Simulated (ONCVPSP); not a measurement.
# An ONCV potential for Gd, from input to tests

Do these settings give a usable potential? It is generated, then checked for transferability, scattering, ghosts and hardness.

Method: ONCVPSP 4.0.1, PBEsol, scalar-relativistic.

## (1) The atom and the settings

Typed settings, in words:

- element: gadolinium (Gd, Z = 64)
- type: optimised norm-conserving Vanderbilt (ONCV)
- frozen core: [Xe] 4f7
- valence charge: 3
- reference configuration: 5d1 6s1.5 6p0.5
- partial waves: 6s: rc 3.70 bohr, ncon 5, nbas 9, qcut 1.9 1/bohr, 2 projectors, debl 1.4 Ha; 6p: rc 4.00 bohr, ncon 4, nbas 8, qcut 2.3 1/bohr, 2 projectors, debl 0.7 Ha; 5d: rc 3.10 bohr, ncon 3, nbas 8, qcut 4.9 1/bohr, 1 projector; f scattering state at 0.31 Ha: rc 4.20 bohr, ncon 4, nbas 9, qcut 3 1/bohr, 3 projectors, debl 1.3 Ha
- local potential: polynomial inside 2.15 bohr (lpopt 5, dvloc0 6 Ha)
- core correction: Teter function, fcfact 3.75, rcfact 1.15

The nodes and maxima of the atom's own shells, from an earlier all-electron run, set the scale for the radii.

All-electron outer shells of the reference configuration (PBEsol, scalar-relativistic, ld1.x):

```
shell  level (eV)  outermost node (bohr)  outermost maximum (bohr)
   5p      -27.94                   0.70                      1.35
   4f       -9.40                      –                      0.56
   6s       -4.53                   1.60                      3.37
   5d       -3.08                   0.79                      1.95
   6p       -1.63                   1.92                      4.50
```

## (2) The generation run

Gd.dat reads:

```
# ATOM AND REFERENCE CONFIGURATION
# atsym  z   nc   nv     iexc    psfile
  Gd 64.00   12    3  -116133      upf
#
#   n    l    f
    1    0    2.00
    2    0    2.00
    2    1    6.00
    3    0    2.00
    3    1    6.00
    3    2   10.00
    4    0    2.00
    4    1    6.00
    4    2   10.00
    4    3    7.00
    5    0    2.00
    5    1    6.00
    5    2    1.00
    6    0    1.50
    6    1    0.50
#
# PSEUDOPOTENTIAL AND OPTIMIZATION
# lmax
    3
#
#   l,   rc,      ep,       ncon, nbas, qcut
    0    3.70    0.00    5    9    1.90
    1    4.00    0.00    4    8    2.30
    2    3.10    0.00    3    8    4.90
    3    4.20    0.31    4    9    3.00
#
# LOCAL POTENTIAL
# lloc, lpopt,  rc(5),   dvloc0
    4    5    2.15    6.00
#
# VANDERBILT-KLEINMAN-BYLANDER PROJECTORs
# l, nproj, debl
    0    2    1.40
    1    2    0.70
    2    1    2.50
    3    3    1.30
#
# MODEL CORE CHARGE
# icmod, fcfact, rcfact
    3    3.75    1.15
#
# LOG DERIVATIVE ANALYSIS
# epsh1, epsh2, depsh
   -2.00    5.00    0.02
#
# OUTPUT GRID
# rlmax, drl
    6.00    0.01
#
# TEST CONFIGURATIONS
# ncnf
    4
# nvcnf
#   n    l    f
    3
    5    2    1.00
    6    0    2.00
    6    1    0.00
#
    3
    5    2    1.00
    6    0    1.00
    6    1    0.00
#
    3
    5    2    1.00
    6    0    0.00
    6    1    0.00
#
    3
    5    2    1.00
    6    0    1.50
    6    1    0.00
#
```

Run with:

```
$ oncvpsp.x < Gd.dat > Gd.out
```

**Question.** What will these runs give? Wanted: cutoffs for 1 and 0.1 mHa per electron, occupied waves; bound ghosts; GHOST(+) flags; largest test error; largest phase difference near zero energy, channels read; rms error of d²Exc/dn², without and with the model core.

The runs gave:

| quantity | value |
| --- | --- |
| cutoffs for 1 and 0.1 mHa per electron, occupied waves | 7.2 Ha and 10 Ha |
| bound ghosts | none found |
| GHOST(+) flags | f at 262 eV |
| largest test error (AE − PS) | +25 meV, for 5d1 6s0 6p0 |
| largest phase difference near zero energy, channels read | 0.037 rad |
| rms error of d²Exc/dn², without and with the model core | 11.58 and 5.97 mHa |

What this shows: By total energies transferability is good: the largest error is 25 meV on 17.3 eV, for 5d1 6s0 6p0. By its cutoff, 7.2 Ha for the looser tolerance, it is soft on the atom at that tolerance. At the looser tolerance the 5d wave is the slowest; 6s needs 2 Ha. The program's ghost test flags no bound state. Of the channels read, f scatters worst near zero energy, by up to 0.04 rad. The program also flags highly localised states, GHOST(+) (f). All of this concerns the isolated atom, not yet a solid.
